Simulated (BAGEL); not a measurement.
# CuNH3F (SMILES [NH3]->[Cu][F]) at PBE0/cc-pVDZ (density fitting with qzvpp-jkfit)

What is the energy change on altering one bond length of CuNH3F at PBE0/cc-pVDZ (density fitting with qzvpp-jkfit)? 

The results are computed with BAGEL 1.2.2.

5 further runs of the same task are left out: 2 that didn't finish, 3 set aside as unsound or not needed.

## 1. The molecule

The species is CuNH3F (6 atoms), meant as a singlet with charge 0. As SMILES, `[NH3]->[Cu][F]`. Geometry: a GFN2-xTB relaxation, a rough one for these elements and not checked as a minimum.

Bond lengths: Cu1–N2 1.895 Å, Cu1–F6 1.696 Å, N2–H3 1.016 Å, N2–H4 1.016 Å, N2–H5 1.016 Å. Angles: N2–Cu1–F6 179.3°, Cu1–N2–H3 109.2°, Cu1–N2–H4 108.4°, Cu1–N2–H5 109.0°, H3–N2–H4 110.0°, H3–N2–H5 110.0°, H4–N2–H5 110.1°.

## 2. The energy at PBE0/cc-pVDZ (density fitting with qzvpp-jkfit)

File calc.json:

```json
{ "bagel" : [

{
  "title" : "molecule",
  "basis" : "cc-pvdz.json",
  "df_basis" : "qzvpp-jkfit",
  "angstrom" : true,
  "geometry" : [
    { "atom" : "Cu", "xyz" : [      -0.013280,       0.006460,      -1.144820 ] },
    { "atom" : "N", "xyz" : [       0.001200,      -0.001310,       0.749820 ] },
    { "atom" : "H", "xyz" : [      -0.406220,       0.864570,       1.090040 ] },
    { "atom" : "H", "xyz" : [       0.964500,      -0.078860,       1.063600 ] },
    { "atom" : "H", "xyz" : [      -0.539400,      -0.794880,       1.082210 ] },
    { "atom" : "F", "xyz" : [      -0.006800,       0.004020,      -2.840840 ] }
  ]
},

{
  "title" : "ks",
  "xc_func" : "pbe0"
},

{
  "title" : "print",
  "file" : "orbitals.molden",
  "orbitals" : true
}

]}
```

The basis set cc-pVDZ is read from a file made from the Basis Set Exchange's data (not shown).

Launch:

```bash
$ BAGEL_NUM_THREADS=1 BAGEL calc.json > calc.out
```

Standard output:

```text
* using 1 threads per process

  ===============================================================
  ===============================================================

  *** Geometry ***

  { "atom" : "Cu", "xyz" : [     -0.025096,      0.012208,     -2.163396 ] },
  { "atom" : "N", "xyz" : [      0.002268,     -0.002476,      1.416954 ] },
  { "atom" : "H", "xyz" : [     -0.767645,      1.633801,      2.059877 ] },
  { "atom" : "H", "xyz" : [      1.822641,     -0.149024,      2.009913 ] },
  { "atom" : "H", "xyz" : [     -1.019318,     -1.502106,      2.045081 ] },
  { "atom" : "F", "xyz" : [     -0.012850,      0.007597,     -5.368410 ] },

  Number of auxiliary basis functions:      472

  Since a DF basis is specified, we compute 2- and 3-index integrals:
    o Being stored without compression. Storage requirement is 0.028 GB

  Number of basis functions:       86
  Number of electrons      :       48

    * METHOD: MOLECULE                             0.29

  *** Kohn-Sham DFT ***

    * Removing 9574 points whose weight is below 1.00e-10
    * Grid points: 79862

  === Nuclear Repulsion ===
   181.8526267963

       - DIIS with orbital gradients will be used.

  === KS iteration (pbe0 / cc-pvdz.json) ===
      0      -1587.37851277          0.13437916           0.29
      1      -1594.46146893          0.22705358           0.29
      2      -1611.35004359          0.27056796           0.28
      3      -1760.50354932          0.15221576           0.28
      4      -1781.25906439          0.14938330           0.28
      5      -1783.52002050          0.17512299           0.28
      6      -1781.86181166          0.19123824           0.28
      7      -1740.18678591          0.19661119           0.27
      8      -1795.53216998          0.04862678           0.28
      9      -1795.72394683          0.04667051           0.28
     10      -1796.54770278          0.01400388           0.28
     11      -1796.56593903          0.01318969           0.28
     12      -1796.61055349          0.00536669           0.27
     13      -1796.61312486          0.00361950           0.28
     14      -1796.62050188          0.00076775           0.28
     15      -1796.62088447          0.00009327           0.28
     16      -1796.62088708          0.00003238           0.28
     17      -1796.62088739          0.00001317           0.27
     18      -1796.62088743          0.00000239           0.28
     19      -1796.62088743          0.00000167           0.28
     20      -1796.62088743          0.00000049           0.28
     21      -1796.62088743          0.00000056           0.28
     22      -1796.62088743          0.00000017           0.27
     23      -1796.62088743          0.00000003           0.27
     24      -1796.62088743          0.00000001           0.27
    * SCF iteration converged.

    * Permanent dipole moment:
           (   -0.012023,     0.006160,    -3.080411) a.u.

    * METHOD: KS                                   7.44

    * METHOD: PRINT                                0.02

  ===============================================================
```

Wall time 8.1 s (1 thread of Arm Neoverse V1, shared host); peak memory 0.35 GiB.

## 3. The distorted shape at the same level

File input.json:

```json
{ "bagel" : [

{
  "title" : "molecule",
  "basis" : "cc-pvdz.json",
  "df_basis" : "qzvpp-jkfit",
  "angstrom" : true,
  "geometry" : [
    { "atom" : "Cu", "xyz" : [   -0.014252,    0.006826,   -0.890456 ] },
    { "atom" : "N", "xyz" : [    0.000228,   -0.000944,    1.004184 ] },
    { "atom" : "H", "xyz" : [   -0.407192,    0.864936,    1.344404 ] },
    { "atom" : "H", "xyz" : [    0.963528,   -0.078494,    1.317964 ] },
    { "atom" : "H", "xyz" : [   -0.540372,   -0.794514,    1.336574 ] },
    { "atom" : "F", "xyz" : [   -0.006800,    0.004020,   -2.840840 ] }
  ]
},
{
  "title" : "ks",
  "xc_func" : "pbe0"
},
{
  "title" : "print",
  "file" : "orbitals.molden",
  "orbitals" : true
}

]}
```

The basis set cc-pVDZ is read from a file made from the Basis Set Exchange's data (not shown).

Launch:

```bash
$ BAGEL_NUM_THREADS=1 BAGEL input.json > input.out
```

Standard output:

```text
* using 1 threads per process

  ===============================================================
  ===============================================================

  *** Geometry ***

  { "atom" : "Cu", "xyz" : [     -0.026932,      0.012899,     -1.682718 ] },
  { "atom" : "N", "xyz" : [      0.000431,     -0.001784,      1.897633 ] },
  { "atom" : "H", "xyz" : [     -0.769481,      1.634492,      2.540555 ] },
  { "atom" : "H", "xyz" : [      1.820804,     -0.148332,      2.490591 ] },
  { "atom" : "H", "xyz" : [     -1.021155,     -1.501414,      2.525759 ] },
  { "atom" : "F", "xyz" : [     -0.012850,      0.007597,     -5.368410 ] },

  Number of auxiliary basis functions:      472

  Since a DF basis is specified, we compute 2- and 3-index integrals:
    o Being stored without compression. Storage requirement is 0.028 GB

  Number of basis functions:       86
  Number of electrons      :       48

    * METHOD: MOLECULE                             0.29

  *** Kohn-Sham DFT ***

    * Removing 9371 points whose weight is below 1.00e-10
    * Grid points: 80065

  === Nuclear Repulsion ===
   170.4134193619

       - DIIS with orbital gradients will be used.

  === KS iteration (pbe0 / cc-pvdz.json) ===
      0      -1583.50430545          0.12323686           0.30
      1      -1598.92963315          0.23726896           0.28
      2      -1597.23309638          0.19524830           0.30
      3      -1756.33136916          0.14438222           0.28
      4      -1793.67048638          0.08131198           0.28
      5      -1776.47466932          0.15833227           0.28
      6      -1776.84596154          0.15341882           0.28
      7      -1782.37908198          0.13321095           0.28
      8      -1786.54886663          0.15283064           0.28
      9      -1756.33791855          0.14867127           0.28
     10      -1784.29774243          0.12923329           0.27
     11      -1786.53420724          0.16360369           0.27
     12      -1791.97508661          0.10056058           0.28
     13      -1793.50829689          0.08341200           0.28
     14      -1793.76629495          0.07999170           0.28
     15      -1760.00767383          0.13361037           0.28
     16      -1786.59186838          0.15841949           0.28
     17      -1789.56635417          0.14338321           0.28
     18      -1785.69180786          0.16076356           0.28
     19      -1782.82221423          0.15265153           0.28
     20      -1787.63697444          0.14548460           0.28
     21      -1754.94082313          0.15831982           0.28
     22      -1791.65518221          0.10637035           0.28
     23      -1781.38806480          0.14268801           0.28
     24      -1791.34102345          0.11903161           0.28
     25      -1782.47329317          0.14596310           0.28
     26      -1788.31873426          0.15153683           0.28
     27      -1753.35318315          0.15877862           0.28
     28      -1792.07907747          0.10148797           0.27
     29      -1794.15950421          0.07688845           0.27
     30      -1794.01849301          0.07962081           0.27
     31      -1794.33928527          0.07425584           0.27
     32      -1795.13528422          0.06131318           0.27
     33      -1796.56147568          0.01119564           0.27
     34      -1796.60342192          0.00359403           0.27
     35      -1796.61045731          0.00045729           0.27
     36      -1796.61057102          0.00012749           0.27
     37      -1796.61057648          0.00002835           0.27
     38      -1796.61057677          0.00001221           0.27
     39      -1796.61057685          0.00000525           0.27
     40      -1796.61057686          0.00000114           0.27
     41      -1796.61057686          0.00000007           0.27
     42      -1796.61057686          0.00000007           0.28
     43      -1796.61057686          0.00000002           0.28
     44      -1796.61057686          0.00000000           0.27
    * SCF iteration converged.

    * Permanent dipole moment:
           (   -0.009797,     0.005209,    -3.517226) a.u.

    * METHOD: KS                                  12.96

    * METHOD: PRINT                                0.02

  ===============================================================
```

Run time: 14 s. Hardware: 1 thread of Arm Neoverse V1, shared host; peak memory 0.35 GiB.

## 4. What came out

Level: PBE0/cc-pVDZ (density fitting with qzvpp-jkfit).

```
                                                          quantity           value
                                         first shape: total energy  -1796.62089 Eh
                                        first shape: dipole moment          7.83 D
                                          first shape: HOMO energy        -6.14 eV
                                          first shape: LUMO energy        -0.55 eV
                                        first shape: HOMO–LUMO gap         5.59 eV
                                     distorted shape: total energy  -1796.61058 Eh
                                    distorted shape: dipole moment          8.94 D
                                      distorted shape: HOMO energy        -6.46 eV
                                      distorted shape: LUMO energy        -0.83 eV
                                    distorted shape: HOMO–LUMO gap         5.63 eV
energy change with the Cu1–F6 bond stretched from 1.696 to 1.950 Å        0.281 eV
```

What this shows: With the Cu1–F6 bond stretched from 1.696 to 1.950 Å the energy rises by 0.28 eV (27.1 kJ/mol). The first shape isn't relaxed at this level, so the change isn't measured from a minimum.
